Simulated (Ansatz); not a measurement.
HPbNO4:

```
H Pb N O
1.0
     4.19923    0.11117    0.16817
     1.91600    3.89132    0.12568
     1.76085    1.25259    6.37266
H Pb N O
1 1 1 4
Direct
  0.89145 0.68202 0.62796
  0.14426 0.92872 0.88352
  0.25670 0.28861 0.30171
  0.83108 0.65056 0.78405
  0.38694 0.22380 0.11295
  0.31104 0.03576 0.45856
  0.07726 0.60633 0.32275
```

The cell was built by a generator and needn't be a form met in nature.

Base run:

* Program: Ansatz 0.2.0
* Functional: r2SCAN
* Potentials or basis: Ansatz PAW
* Cutoff: 500 eV (not typed: the program's choice for these potentials)
* k mesh: 7 × 7 × 5
* Occupations: fermi-dirac, width 0.05 eV
* Spin: no spin polarisation

Its results: band gap on the k mesh 3.15 eV, indirect (least direct gap 3.18 eV); pressure -3.2 GPa; largest force 0.677 eV/Å.

Task: After a change of settings the same cell gave: band gap on the k mesh 2.86 eV, indirect (least direct gap 2.89 eV); pressure 2.1 GPa; largest force 0.181 eV/Å. Which change was it?
A. functional from r2SCAN to r2SCANh; k mesh from 7 × 7 × 5 to 3 × 3 × 2
B. functional from r2SCAN to PBE0; cutoff from 500 eV (not typed: the program's choice for these potentials) to 420 eV (not typed: the program's choice for these potentials); k mesh from 7 × 7 × 5 to 3 × 3 × 2
C. functional from r2SCAN to revPBE; cutoff from 500 eV (not typed: the program's choice for these potentials) to 420 eV (not typed: the program's choice for these potentials)
D. functional from r2SCAN to HSE06; cutoff from 500 eV (not typed: the program's choice for these potentials) to 420 eV (not typed: the program's choice for these potentials); k mesh from 7 × 7 × 5 to 3 × 3 × 2

Result: C.

r2SCAN gives the wider gap, since meta-GGAs in the generalised Kohn-Sham scheme recover part of the derivative discontinuity.

Caveats: spin-orbit coupling is left out, which as a rule narrows the gap of such compounds by several tenths of an eV; the PAW data sets come from PBE, with cores solved anew for the run's functional, which leaves a small shift of forces and pressure.

Runs at the PBE level aren't shown here.
